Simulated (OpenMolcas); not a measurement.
**Multireference states of GaS**

Which states of GaS lie lowest, and how does spin–orbit coupling split them?

Method: SA-CASSCF(7,7), XMS-CASPT2, RASSI; ANO-RCC-VTZP; program: OpenMolcas 26.06.

All values are calculated.

### 1 The job

C2 symmetry about the axis (a holds Σ, Δ, Γ; b holds Π, Φ, H; Σ⁺ and Σ⁻ are not told apart); roots by multiplicity and irrep: 2a 7, 2b 6, 4a 4, 4b 4.

Active shells: Ga 4s 4p, S 3p.

Input file m.inp:

```
&GATEWAY
Coord
2
angstrom
Ga 0.0 0.0 0.0
S 0.0 0.0 2.0870
Basis=ANO-RCC-VTZP
Group=XY
RX2C
AMFI
ANGMom
0.0 0.0 0.0
RICD
&SEWARD
&GUESSORB
&RASSCF
FileOrb=$CurrDir/o21.orb
Symmetry=1
Spin=2
nActEl=7 0 0
Inactive=12 8
RAS2=3 4
CIRoot=7 7 1
Linear
Iterations=120 100
OrbListing=Nothing
PRWF=0.15
>>COPY $Project.RasOrb $CurrDir/o21.orb
>>COPY $Project.rasscf.h5 $CurrDir/r21.h5
&CASPT2
XMultistate=all
Imaginary=0.2
IPEA=0.25
MaxIter=40
>>COPY $Project.JobMix JOB001
&RASSCF
FileOrb=$CurrDir/o22.orb
Symmetry=2
Spin=2
nActEl=7 0 0
Inactive=12 8
RAS2=3 4
CIRoot=6 6 1
Linear
Iterations=120 100
OrbListing=Nothing
PRWF=0.15
>>COPY $Project.RasOrb $CurrDir/o22.orb
>>COPY $Project.rasscf.h5 $CurrDir/r22.h5
&CASPT2
XMultistate=all
Imaginary=0.2
IPEA=0.25
MaxIter=40
>>COPY $Project.JobMix JOB002
&RASSCF
FileOrb=$CurrDir/o41.orb
Symmetry=1
Spin=4
nActEl=7 0 0
Inactive=12 8
RAS2=3 4
CIRoot=4 4 1
Linear
Iterations=120 100
OrbListing=Nothing
PRWF=0.15
>>COPY $Project.RasOrb $CurrDir/o41.orb
>>COPY $Project.rasscf.h5 $CurrDir/r41.h5
&CASPT2
XMultistate=all
Imaginary=0.2
IPEA=0.25
MaxIter=40
>>COPY $Project.JobMix JOB003
&RASSCF
FileOrb=$CurrDir/o42.orb
Symmetry=2
Spin=4
nActEl=7 0 0
Inactive=12 8
RAS2=3 4
CIRoot=4 4 1
Linear
Iterations=120 100
OrbListing=Nothing
PRWF=0.15
>>COPY $Project.RasOrb $CurrDir/o42.orb
>>COPY $Project.rasscf.h5 $CurrDir/r42.h5
&CASPT2
XMultistate=all
Imaginary=0.2
IPEA=0.25
MaxIter=40
>>COPY $Project.JobMix JOB004
&RASSI
Nr of JobIphs=4 7 6 4 4
1 2 3 4 5 6 7
1 2 3 4 5 6
1 2 3 4
1 2 3 4
SpinOrbit
EJob
Omega
MEES
MESO
Properties=4
'AngMom' 3 'Mltpl  1' 1 'Mltpl  1' 2 'Mltpl  1' 3
Thrs=1.0d-4
>>COPY $Project.rassi.h5 $CurrDir/so.h5
```

Each module block was a call of its own in one work directory; start orbitals came from a preliminary run.

Run with:

```bash
> pymolcas m.inp
```

### 2 The spin-free blocks

Output, in excerpt:

```text
++    Wave function specifications:
      Number of closed shell electrons          40
      Number of electrons in active shells       7
      Number of inactive orbitals               20
      Number of active orbitals                  7
      Number of secondary orbitals              50
      Spin quantum number                      0.5
      State symmetry                             1
++    Orbital specifications:
      Symmetry species                           1   2
                                                 a   b
      Frozen orbitals                            0   0
      Inactive orbitals                         12   8
      Active orbitals                            3   4
      RAS2 orbitals                              3   4
      Secondary orbitals                        26  24
      Number of basis functions                 41  36
      printout of CI-coefficients larger than  0.15 for root  1
      energy=   -2340.892068
      conf/sym  111 2222     Coeff  Weight
            85  02u 2200   0.89882 0.80788
            89  02u 2d0u   0.15654 0.02451
            91  02u 2u0d   0.16501 0.02723
           112  0u2 2200  -0.17522 0.03070
           153  02u d2u0  -0.15654 0.02451
           224  02u u2d0  -0.16501 0.02723
      printout of CI-coefficients larger than  0.15 for root  2
      energy=   -2340.767908
      conf/sym  111 2222     Coeff  Weight
            89  02u 2d0u   0.48773 0.23788
           112  0u2 2200   0.65994 0.43552
           153  02u d2u0  -0.48772 0.23787
      printout of CI-coefficients larger than  0.15 for root  3
      energy=   -2340.753017
      conf/sym  111 2222     Coeff  Weight
            86  02u 2du0  -0.50607 0.25611
            87  02u 2ud0  -0.31752 0.10082
            89  02u 2d0u  -0.29105 0.08471
            91  02u 2u0d  -0.18261 0.03335
           153  02u d2u0  -0.29105 0.08471
           155  02u d20u   0.50613 0.25617
           224  02u u2d0  -0.18261 0.03335
           227  02u u20d   0.31756 0.10085
      printout of CI-coefficients larger than  0.15 for root  4
      energy=   -2340.753017
      conf/sym  111 2222     Coeff  Weight
            86  02u 2du0   0.29103 0.08470
            87  02u 2ud0   0.18260 0.03334
            89  02u 2d0u  -0.50610 0.25614
            91  02u 2u0d  -0.31754 0.10083
           153  02u d2u0  -0.50610 0.25614
           155  02u d20u  -0.29106 0.08472
           224  02u u2d0  -0.31754 0.10083
           227  02u u20d  -0.18262 0.03335
      printout of CI-coefficients larger than  0.15 for root  5
      energy=   -2340.751351
      conf/sym  111 2222     Coeff  Weight
            86  02u 2du0  -0.55539 0.30846
            87  02u 2ud0  -0.41035 0.16839
           155  02u d20u  -0.55532 0.30838
           227  02u u20d  -0.41031 0.16835
      printout of CI-coefficients larger than  0.15 for root  6
      energy=   -2340.703780
      conf/sym  111 2222     Coeff  Weight
            89  02u 2d0u  -0.36182 0.13092
            91  02u 2u0d   0.57339 0.32878
           153  02u d2u0  -0.36186 0.13094
           224  02u u2d0   0.57343 0.32883
      printout of CI-coefficients larger than  0.15 for root  7
      energy=   -2340.703780
      conf/sym  111 2222     Coeff  Weight
            86  02u 2du0  -0.36185 0.13094
            87  02u 2ud0   0.57343 0.32882
           155  02u d20u   0.36183 0.13092
           227  02u u20d  -0.57340 0.32878
      Natural orbitals and occupation numbers for root  1
      sym 1:   0.025902   1.939007   1.018264
      sym 2:   1.950885   1.950885   0.057528   0.057528
      Natural orbitals and occupation numbers for root  2
      sym 1:   0.027032   1.532771   1.419372
      sym 2:   1.722091   1.722084   0.288322   0.288329
      Natural orbitals and occupation numbers for root  3
      sym 1:   0.019900   1.972787   1.001044
      sym 2:   1.496867   1.496969   0.506166   0.506268
      Natural orbitals and occupation numbers for root  4
      sym 1:   0.019900   1.972787   1.001044
      sym 2:   1.496888   1.496947   0.506187   0.506246
      Natural orbitals and occupation numbers for root  5
      sym 1:   0.020315   1.971405   1.002132
      sym 2:   1.496739   1.496622   0.506452   0.506335
      Natural orbitals and occupation numbers for root  6
      sym 1:   0.032792   1.943466   1.006272
      sym 2:   1.494671   1.494748   0.514064   0.513987
      Natural orbitals and occupation numbers for root  7
      sym 1:   0.032792   1.943466   1.006272
      sym 2:   1.494735   1.494684   0.514051   0.514000
      RASSCF energy for state  7                  -2340.70378027
::    RASSCF root number  1 Total energy:  -2340.89206776
::    RASSCF root number  2 Total energy:  -2340.76790828
::    RASSCF root number  3 Total energy:  -2340.75301723
::    RASSCF root number  4 Total energy:  -2340.75301723
::    RASSCF root number  5 Total energy:  -2340.75135054
::    RASSCF root number  6 Total energy:  -2340.70378027
::    RASSCF root number  7 Total energy:  -2340.70378027
      Von Neumann Entropy (Root   1) =  0.98487
++    Wave function specifications:
      Number of closed shell electrons           2
      Number of electrons in active shells       7
      Number of inactive orbitals                1
      Number of active orbitals                  7
      Number of secondary orbitals              50
      Spin quantum number                      0.5
      State symmetry                             1
      Number of CSFs                           392
      Number of CASSCF root(s) available         7
      CASPT2 state passed to geometry opt.       7
      A file JOBMIX will be created
      This is a MULTI-STATE CASSCF reference
      Number of CI roots used                    7
      These are:                                 1   2   3   4   5   6   7
      Off-diagonal elements of Heff are computed
  FINAL CASPT2 RESULT:
      Reference energy:       -2340.8920677636
      E2 (Non-variational):      -0.1791058549
      Shift correction:          -0.0024560109
      E2 (Variational):          -0.1815618657
      Total energy:           -2341.0736296294
      Reference weight:           0.91563
  FINAL CASPT2 RESULT:
      Reference energy:       -2340.7679082809
      E2 (Non-variational):      -0.1689059288
      Shift correction:          -0.0025564353
      E2 (Variational):          -0.1714623640
      Total energy:           -2340.9393706449
      Reference weight:           0.92009
  FINAL CASPT2 RESULT:
      Reference energy:       -2340.7530172271
      E2 (Non-variational):      -0.1635042955
      Shift correction:          -0.0022215318
      E2 (Variational):          -0.1657258273
      Total energy:           -2340.9187430544
      Reference weight:           0.92520
  FINAL CASPT2 RESULT:
      Reference energy:       -2340.7530172271
      E2 (Non-variational):      -0.1634800581
      Shift correction:          -0.0022204902
      E2 (Variational):          -0.1657005483
      Total energy:           -2340.9187177753
      Reference weight:           0.92522
  FINAL CASPT2 RESULT:
      Reference energy:       -2340.7513505383
      E2 (Non-variational):      -0.1643293639
      Shift correction:          -0.0021852415
      E2 (Variational):          -0.1665146054
      Total energy:           -2340.9178651437
      Reference weight:           0.92473
  FINAL CASPT2 RESULT:
      Reference energy:       -2340.7037802722
      E2 (Non-variational):      -0.1700204774
      Shift correction:          -0.0027521345
      E2 (Variational):          -0.1727726119
      Total energy:           -2340.8765528842
      Reference weight:           0.91664
  FINAL CASPT2 RESULT:
      Reference energy:       -2340.7037802722
      E2 (Non-variational):      -0.1700242736
      Shift correction:          -0.0027523203
      E2 (Variational):          -0.1727765939
      Total energy:           -2340.8765568662
      Reference weight:           0.91663
       Total XMS-CASPT2 energies:
::    XMS-CASPT2 Root  1     Total energy:  -2341.07203250
::    XMS-CASPT2 Root  2     Total energy:  -2340.94096777
::    XMS-CASPT2 Root  3     Total energy:  -2340.91892759
::    XMS-CASPT2 Root  4     Total energy:  -2340.91889955
::    XMS-CASPT2 Root  5     Total energy:  -2340.91786515
::    XMS-CASPT2 Root  6     Total energy:  -2340.87637880
::    XMS-CASPT2 Root  7     Total energy:  -2340.87636464
++    Wave function specifications:
      Number of closed shell electrons          40
      Number of electrons in active shells       7
      Number of inactive orbitals               20
      Number of active orbitals                  7
      Number of secondary orbitals              50
      Spin quantum number                      0.5
      State symmetry                             2
      printout of CI-coefficients larger than  0.15 for root  1
      energy=   -2340.869187
      conf/sym  111 2222     Coeff  Weight
            77  022 u200   0.96192 0.92530
      printout of CI-coefficients larger than  0.15 for root  2
      energy=   -2340.869187
      conf/sym  111 2222     Coeff  Weight
            20  022 2u00  -0.96192 0.92530
      printout of CI-coefficients larger than  0.15 for root  3
      energy=   -2340.736126
      conf/sym  111 2222     Coeff  Weight
           179  020 220u   0.90819 0.82480
           180  020 2udu   0.17271 0.02983
           203  002 220u  -0.18277 0.03340
           266  0uu 220d   0.18683 0.03491
      printout of CI-coefficients larger than  0.15 for root  4
      energy=   -2340.736126
      conf/sym  111 2222     Coeff  Weight
           177  020 22u0  -0.90819 0.82480
           201  002 22u0   0.18277 0.03340
           263  0uu 22d0  -0.18683 0.03491
      printout of CI-coefficients larger than  0.15 for root  5
      energy=   -2340.661363
      conf/sym  111 2222     Coeff  Weight
            78  022 udu0   0.23811 0.05670
            79  022 uud0  -0.88435 0.78207
           155  022 020u   0.23293 0.05426
      printout of CI-coefficients larger than  0.15 for root  6
      energy=   -2340.661363
      conf/sym  111 2222     Coeff  Weight
            21  022 20u0   0.23294 0.05426
            81  022 ud0u   0.23811 0.05670
            83  022 uu0d   0.88434 0.78207
      Natural orbitals and occupation numbers for root  1
      sym 1:   0.020311   1.983582   1.921740
      sym 2:   0.999597   1.985677   0.044344   0.044749
      Natural orbitals and occupation numbers for root  2
      sym 1:   0.020311   1.983582   1.921740
      sym 2:   1.985677   0.999597   0.044749   0.044344
      Natural orbitals and occupation numbers for root  3
      sym 1:   0.007795   1.846486   0.164861
      sym 2:   1.978602   1.940047   0.055115   1.007094
      Natural orbitals and occupation numbers for root  4
      sym 1:   0.007795   1.846486   0.164861
      sym 2:   1.940047   1.978602   1.007094   0.055115
      Natural orbitals and occupation numbers for root  5
      sym 1:   0.027689   1.984487   1.919862
      sym 2:   0.955371   1.148327   0.840135   0.124130
      Natural orbitals and occupation numbers for root  6
      sym 1:   0.027689   1.984487   1.919861
      sym 2:   1.148327   0.955370   0.124133   0.840134
      RASSCF energy for state  6                  -2340.66136340
::    RASSCF root number  1 Total energy:  -2340.86918725
::    RASSCF root number  2 Total energy:  -2340.86918724
::    RASSCF root number  3 Total energy:  -2340.73612607
::    RASSCF root number  4 Total energy:  -2340.73612603
::    RASSCF root number  5 Total energy:  -2340.66136342
::    RASSCF root number  6 Total energy:  -2340.66136340
      Von Neumann Entropy (Root   1) =  0.88925
++    Wave function specifications:
      Number of closed shell electrons           2
      Number of electrons in active shells       7
      Number of inactive orbitals                1
      Number of active orbitals                  7
      Number of secondary orbitals              50
      Spin quantum number                      0.5
      State symmetry                             2
      Number of CSFs                           392
      Number of CASSCF root(s) available         6
      CASPT2 state passed to geometry opt.       6
      A file JOBMIX will be created
      This is a MULTI-STATE CASSCF reference
      Number of CI roots used                    6
      These are:                                 1   2   3   4   5   6
      Off-diagonal elements of Heff are computed
  FINAL CASPT2 RESULT:
      Reference energy:       -2340.8691872507
      E2 (Non-variational):      -0.1740282470
      Shift correction:          -0.0021811753
      E2 (Variational):          -0.1762094222
      Total energy:           -2341.0453966730
      Reference weight:           0.91969
  FINAL CASPT2 RESULT:
      Reference energy:       -2340.8691872446
      E2 (Non-variational):      -0.1740282500
      Shift correction:          -0.0021811753
      E2 (Variational):          -0.1762094253
      Total energy:           -2341.0453966699
      Reference weight:           0.91969
  FINAL CASPT2 RESULT:
      Reference energy:       -2340.7361260650
      E2 (Non-variational):      -0.1850945268
      Shift correction:          -0.0038800632
      E2 (Variational):          -0.1889745900
      Total energy:           -2340.9251006550
      Reference weight:           0.90418
  FINAL CASPT2 RESULT:
      Reference energy:       -2340.7361260334
      E2 (Non-variational):      -0.1850945524
      Shift correction:          -0.0038800683
      E2 (Variational):          -0.1889746208
      Total energy:           -2340.9251006542
      Reference weight:           0.90418
  FINAL CASPT2 RESULT:
      Reference energy:       -2340.6613634222
      E2 (Non-variational):      -0.1720241967
      Shift correction:          -0.0036819942
      E2 (Variational):          -0.1757061909
      Total energy:           -2340.8370696131
      Reference weight:           0.90790
  FINAL CASPT2 RESULT:
      Reference energy:       -2340.6613633975
      E2 (Non-variational):      -0.1720241501
      Shift correction:          -0.0036819972
      E2 (Variational):          -0.1757061473
      Total energy:           -2340.8370695448
      Reference weight:           0.90790
       Total XMS-CASPT2 energies:
::    XMS-CASPT2 Root  1     Total energy:  -2341.04502660
::    XMS-CASPT2 Root  2     Total energy:  -2341.04502660
::    XMS-CASPT2 Root  3     Total energy:  -2340.92511809
::    XMS-CASPT2 Root  4     Total energy:  -2340.92511808
::    XMS-CASPT2 Root  5     Total energy:  -2340.83742225
::    XMS-CASPT2 Root  6     Total energy:  -2340.83742218
++    Wave function specifications:
      Number of closed shell electrons          40
      Number of electrons in active shells       7
      Number of inactive orbitals               20
      Number of active orbitals                  7
      Number of secondary orbitals              50
      Spin quantum number                      1.5
      State symmetry                             1
      printout of CI-coefficients larger than  0.15 for root  1
      energy=   -2340.785784
      conf/sym  111 2222     Coeff  Weight
            32  02u 2u0u   0.69533 0.48348
            96  02u u2u0  -0.69533 0.48348
      printout of CI-coefficients larger than  0.15 for root  2
      energy=   -2340.772955
      conf/sym  111 2222     Coeff  Weight
            31  02u 2uu0   0.69905 0.48868
            98  02u u20u  -0.69905 0.48868
      printout of CI-coefficients larger than  0.15 for root  3
      energy=   -2340.772955
      conf/sym  111 2222     Coeff  Weight
            32  02u 2u0u  -0.69905 0.48868
            96  02u u2u0  -0.69905 0.48868
      printout of CI-coefficients larger than  0.15 for root  4
      energy=   -2340.763643
      conf/sym  111 2222     Coeff  Weight
            31  02u 2uu0   0.69777 0.48689
[... the kept output breaks off here ...]
```

Spin-free states (degenerate pairs once); dipoles are positive if S is the positive end.

```csv
state,CASSCF root of the same rank (eV),XMS-CASPT2 (eV),μ of the rotated CASSCF state (D)
(1)2Σ,0.00,0.000,-2.52
(1)2Π,0.62,0.735,-0.32
(1)4Σ,2.89,3.443,-0.10
(2)2Σ,3.38,3.566,-0.32
(1)4Δ,3.24,3.749,-0.41
(2)4Σ,3.49,3.986,-0.56
(2)2Π,4.24,3.998,-2.40
(1)2Δ,3.78,4.166,-0.88
(3)2Σ,3.83,4.195,-0.80
(2)2Δ,5.12,5.324,1.11
(1)4Π,5.57,5.858,4.57
(2)4Π,6.27,6.111,-0.74
(3)2Π,6.28,6.384,4.72
```

XMS-CASPT2 splits the two components of a degenerate state by up to 12 cm⁻¹ here, an artefact of the lowered symmetry; the lower one is listed, and the split carries into the Ω levels (unreadable Ω is marked ?).

State-averaged natural occupations by block (full and empty orbitals left out): 2a: 0.03 1.88 1.08 1.58 1.58 0.42 0.42; 2b: 0.03 1.93 1.34 1.48 1.48 0.38 0.38; 4a: 0.02 1.97 1.00 1.49 1.49 0.51 0.51; 4b: 0.03 1.52 1.43 1.46 1.46 0.55 0.55. Reference weights run from 0.904 to 0.930.

### 3 From Λ–S states to Ω levels

RASSI output, in excerpt, cut to the lines that bear on the results:

```text
[...]
   Eigenvalues of complex Hamiltonian:
  (Shifted by EMIN (a.u.) =      -2341.0720325000)
 SO State       Relative EMIN(au)   Rel lowest level(eV)    D:o, cm**(-1)      Omega
     1            -0.0000207789        0.0000000000              0.0000         0.5
     2            -0.0000207789        0.0000000000              0.0000         0.5
     3             0.0261480577        0.7120903222           5743.3958         1.5
     4             0.0261480577        0.7120903222           5743.3958         1.5
     5             0.0278174087        0.7575156767           6109.7760         0.5
     6             0.0278174087        0.7575156767           6109.7760         0.5
     7             0.1263010258        3.4373914211          27724.4315         1.5
     8             0.1263010258        3.4373914211          27724.4315         1.5
     9             0.1264894067        3.4425175270          27765.7764         0.5
    10             0.1264894067        3.4425175270          27765.7764         0.5
    11             0.1310252156        3.5659431730          28761.2713         0.5
    12             0.1310252156        3.5659431730          28761.2713         0.5
    13             0.1373854477        3.7390139072          30157.1810         0.5
    14             0.1373854477        3.7390139072          30157.1810         0.5
[...]
```

It took 32 s on 1 thread of Arm Neoverse V1, shared host; peak memory 0.27 GiB.

Levels:

| Ω | energy (cm⁻¹) | parentage | f from lowest |
| --- | --- | --- | --- |
| 1/2 | 0 | 100% (1)2Σ | 0 |
| 3/2 | 5743 | 100% (1)2Π | 0.0017 |
| 1/2 | 6110 | 100% (1)2Π | 0.0018 |
| 3/2 | 27724 | 99% (1)4Σ | 0 |
| 1/2 | 27766 | 100% (1)4Σ | 0 |
| 1/2 | 28761 | 100% (2)2Σ | 0.0015 |
| 1/2 | 30157 | 100% (1)4Δ | 1.8e-05 |
| 3/2 | 30185 | 99% (1)4Δ | 0 |
| 5/2 | 30251 | 99% (1)4Δ | 0 |
| 7/2 | 30345 | 100% (1)4Δ | 0 |
| 1/2 | 31991 | 99% (2)2Π | 0.015 |
| 1/2 | 32161 | 99% (2)4Σ | 0.00016 |
| 3/2 | 32196 | 98% (2)4Σ | 0.00016 |
| 3/2 | 32514 | 99% (2)2Π | 0.015 |
| 3/2 | 33415 | 99% (1)2Δ | 0 |
| 1/2 | 33843 | 100% (3)2Σ | 0 |
| 5/2 | 33859 | 99% (1)2Δ | 0 |
| 5/2 | 42790 | 100% (2)2Δ | 0 |
| 3/2 | 43114 | 100% (2)2Δ | 0 |
| 1/2 | 46980 | 100% (1)4Π | 0 |
| 1/2 | 47144 | 100% (1)4Π | 0 |
| 3/2 | 47324 | 100% (1)4Π | 0 |
| 5/2 | 47523 | 100% (1)4Π | 0 |
| 1/2 | 49064 | 100% (2)4Π | 0 |
| 1/2 | 49220 | 100% (2)4Π | 0 |
| 3/2 | 49377 | 100% (2)4Π | 0 |
| 5/2 | 49535 | 100% (2)4Π | 0 |
| 3/2 | 51438 | 100% (3)2Π | 3.8e-05 |
| 1/2 | 51587 | 100% (3)2Π | 4.2e-05 |

All 13 distances took 7.5 min on 1 thread of Arm Neoverse V1, shared host; 10 of them failed the checks on weights, roots and symmetry and are left out.

### 4 Outcome

```
                       quantity                 value
         lowest spin-free state                 (1)2Σ
           next spin-free state       (1)2Π, 0.735 eV
                   lowest level  Ω = 1/2, 100 % (1)2Σ
                     next level    Ω = 3/2, 5743 cm⁻¹
lowering by spin–orbit coupling                5 cm⁻¹
```

**Reading.** At 2.087 Å the lowest computed level has Ω = 1/2 and is 100 % (1)2Σ. Only the spin multiplicities and numbers of roots in the input were computed, so the list of states is not complete and the lowest one found need not be the ground state; labels number the states computed.
